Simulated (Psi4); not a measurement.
**r2SCAN50/LANL2DZ (density fitting, Cartesian functions) run of BHOF2 (difluorohydroxyborane)**

We compute a structure relaxation of BHOF2 (difluorohydroxyborane). 

The calculation is run with Psi4 1.11.

**1. The system as given**

BHOF2: 5 atoms, total charge 0, spin state singlet. As SMILES, `OB(F)F`. Geometry: a rough force-field guess. The run starts from this shape.

Bond lengths: O1–B2 1.404 Å, B2–F3 1.414 Å, B2–F4 1.410 Å, O1–H5 1.002 Å. Angles: O1–B2–F3 118.7°, O1–B2–F4 122.8°, F3–B2–F4 118.4°, B2–O1–H5 108.0°.

**2. A structure relaxation at r2SCAN50/LANL2DZ (density fitting, Cartesian functions)**

bf2ho.xyz

```xyz
5
BF2HO
O     -0.457800     0.949600     0.177800
B     -0.032000    -0.386400     0.103500
F      0.950900    -0.837700     1.015000
F     -0.504800    -1.285600    -0.874000
H      0.093600     1.486500    -0.463600
```

run.py

```python
import psi4

psi4.set_memory('1600 MB')
psi4.set_num_threads(1)
psi4.core.set_output_file('output.dat', False)

with open('bf2ho.xyz') as f:
    atoms = ''.join(f.readlines()[2:])
mol = psi4.geometry('0 1\n' + atoms + 'symmetry c1')

psi4.set_options({
    'geom_maxiter': 60,
})

energy_value, wavefunction = psi4.optimize("r2scan50/LANL2DZ", return_wfn=True)
print(f'total energy {energy_value:.8f} hartree = {energy_value * 27.211386:.5f} eV')
print(mol.to_string(dtype='xyz', units='Angstrom'))
```

Started as:

```bash
$ python run.py
```

output.dat:

```text
[...]
  Running in c1 symmetry.
[...]
  Nuclear repulsion =  106.486722213730474
[...]
  Multiplicity = 1
[...]
  Nalpha       = 16
  Nbeta        = 16
[...]
    Number of basis functions: 38
[...]
   @DF-RKS iter   1:  -300.12164059367620   -7.57326e-01   1.62722e-02 ADIIS/DIIS
[...]
   @DF-RKS iter   7:  -300.31173925154121   -2.27374e-13   2.47567e-09 DIIS
[...]
    Orbital Energies [Eh]
    ---------------------
    Doubly Occupied:
       1A    -25.429457     2A    -25.423532     3A    -19.823947
       4A     -7.331034     5A     -1.447337     6A     -1.412824
       7A     -1.255337     8A     -0.753434     9A     -0.686216
      10A     -0.649764    11A     -0.614930    12A     -0.567766
      13A     -0.547248    14A     -0.536027    15A     -0.492209
      16A     -0.484615
[...]
  @DF-RKS Final Energy:  -300.31173925154121
   => Energetics <=
    Nuclear Repulsion Energy =            111.3826833045469868
    One-Electron Energy =                -636.9549815479941799
    Two-Electron Energy =                 242.7738405729466535
    DFT Exchange-Correlation Energy =     -17.5132815810406157
    Empirical Dispersion Energy =           0.0000000000000000
    VV10 Nonlocal Energy =                  0.0000000000000000
    Total Energy =                       -300.3117392515412121
[...]
 Multipole Moments:
 ------------------------------------------------------------------------------------
     Multipole            Electronic (a.u.)      Nuclear  (a.u.)        Total (a.u.)
 ------------------------------------------------------------------------------------
 L = 1.  Multiply by 2.5417464519 to convert [e a0] to [Debye]
 Dipole X            :          0.0818350           -0.5224903           -0.4406554
 Dipole Y            :         -2.1238712            2.9878359            0.8639647
 Dipole Z            :         -0.0024065           -0.6337400           -0.6361465
 Magnitude           :                                                    1.1598683
[...]
  -Total Gradient:
     Atom            X                  Y                   Z
    ------   -----------------  -----------------  -----------------
       1        0.000030041757     0.000044731038     0.000084621605
       2        0.000038823973     0.000085930553     0.000043292132
       3       -0.000001491024     0.000025729869    -0.000003534706
       4        0.000006026249     0.000105069495     0.000027494250
       5        0.000080013093     0.000076193289     0.000108522265
[...]
    Final optimized geometry and variables:
    Molecular point group: c1
    Full point group: C1
    Geometry (in Angstrom), charge = 0, multiplicity = 1:
    O           -0.049094551246     1.386826026600     0.008281175925
    B            0.001773090909     0.054165714930     0.006044834903
    F            0.651418242409    -0.603654286493     0.980223859468
    F           -0.585191135542    -0.697475312883    -0.956431771371
    H           -0.488642973321     1.925824275522    -0.645963134583
[...]
```

Run time: 71 s. Hardware: 1 thread of Intel Xeon Platinum 8375C at 2.90GHz (Ice Lake), shared host; peak memory 0.52 GiB.

Steps, from the record of the run:

| step | energy from the first frame kept (eV) | largest force (eV/Å) |
| --- | --- | --- |
| 0 | 0.0000 | 3.1459 |
| 1 | -0.3833 | 1.8047 |
| 2 | 0.0653 | 3.7903 |
| 3 | -0.4407 | 1.6564 |
| 4 | -0.5516 | 0.4764 |
| 5 | -0.5845 | 0.5646 |
| 6 | -0.6565 | 0.7919 |
| 7 | -0.7051 | 0.8309 |
| 8 | -0.7868 | 1.1358 |
| 9 | -0.8182 | 0.6091 |
| 10 | -0.8066 | 0.3912 |
| 11 | -0.8331 | 0.2105 |
| 12 | -0.8408 | 0.0887 |
| 13 | -0.8413 | 0.0107 |
| 14 | -0.8413 | 0.0080 |

After the run. Bond lengths: O1–B2 1.334 Å, B2–F3 1.343 Å, B2–F4 1.355 Å, O1–H5 0.955 Å. Angles: O1–B2–F3 120.4°, O1–B2–F4 122.6°, F3–B2–F4 116.9°, B2–O1–H5 125.5°.

**3. What came out**

Level: r2SCAN50/LANL2DZ (density fitting, Cartesian functions).

| quantity | value |
| --- | --- |
| total energy at the end | -300.31174 Eh |
| dipole moment | 2.95 D |
| HOMO energy | -13.19 eV |
| LUMO energy | 1.82 eV |
| HOMO–LUMO gap | 15.00 eV |

At the final geometry: Bond lengths: O1–B2 1.334 Å, B2–F3 1.343 Å, B2–F4 1.355 Å, O1–H5 0.955 Å. Angles: O1–B2–F3 120.4°, O1–B2–F4 122.6°, F3–B2–F4 116.9°, B2–O1–H5 125.5°. The optimisation took 15 steps and changed the energy by -0.841 eV.
